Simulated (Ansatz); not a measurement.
# Co: the cost of one run

Method: DFT PBEsol, scalar-relativistic, in Ansatz 0.2.0.

### Step 1. The structure to begin with

It takes space group P6_3/mmc (No. 194, hexagonal). The conventional cell has a = 2.519 Å, b = 2.519 Å, c = 4.091 Å, α = 90.00°, β = 90.00°, γ = 120.00°. Co (site symmetry -6m2) has 12 Co at 2.51 to 2.52 Å as nearest neighbours.

As a file:

```
Co
1.0
     2.51900    0.00000    0.00000
    -1.25950    2.18152    0.00000
     0.00000    0.00000    4.09100
Co
2
Direct
  0.33333 0.66667 0.25000
  0.66667 0.33333 0.75000
```

The geometry is a database entry used as it stands. It may stem from high pressure or temperature, or be incomplete, so it serves as a test cell.

Atoms are numbered in the order of the input: Co1, Co2.

### Step 2. Full-potential LAPW

input.yaml reads:

```yaml
crystal:
  lattice:
    - [2.5190008694, 0.0, 0.0]
    - [-1.2595004347, 2.1815187451, 0.0]
    - [0.0, 0.0, 4.091]
  atoms:
    - { symbol: Co, position: [0.3333333333, 0.6666666667, 0.25], spin: 2.0 }
    - { symbol: Co, position: [0.6666666667, 0.3333333333, 0.75], spin: 2.0 }
magnetization:
  spin_polarized: true
kpoints:
  mp_grid: { grid: [19, 19, 10] }
  band_path:
    path:
      - [0.0, 0.0, 0.0]
      - [0.5, 0.0, 0.0]
      - [0.3333333333, 0.3333333333, 0.0]
      - [0.0, 0.0, 0.0]
      - [0.0, 0.0, 0.5]
      - [0.5, 0.0, 0.5]
      - [0.3333333333, 0.3333333333, 0.5]
      - [0.0, 0.0, 0.5]
      - [0.5, 0.0, 0.5]
    npoints: 14
scf:
  occupations: { method: fermi_dirac, width: 0.05 }
hamiltonian:
  xc: pbesol
  pseudopotentials: { kind: all_electron, lapw: { basis_error: 0.0005 } }
output:
  forces: true
  stress: true
  eigenvalues: true
  populations: true
  dos: { projected: true, de: 0.2, e_range: [-14, 8] }
```

Run with:

```bash
ansatz run input.yaml --threads 1 --pin off --max-ram 3072MiB --backend cpu --events-out ev --progress --plain --runs-dir out
```

What time and memory should one allow on 1 thread of Arm Neoverse V1, shared host?

About 2 min, with a peak of 1 GiB.
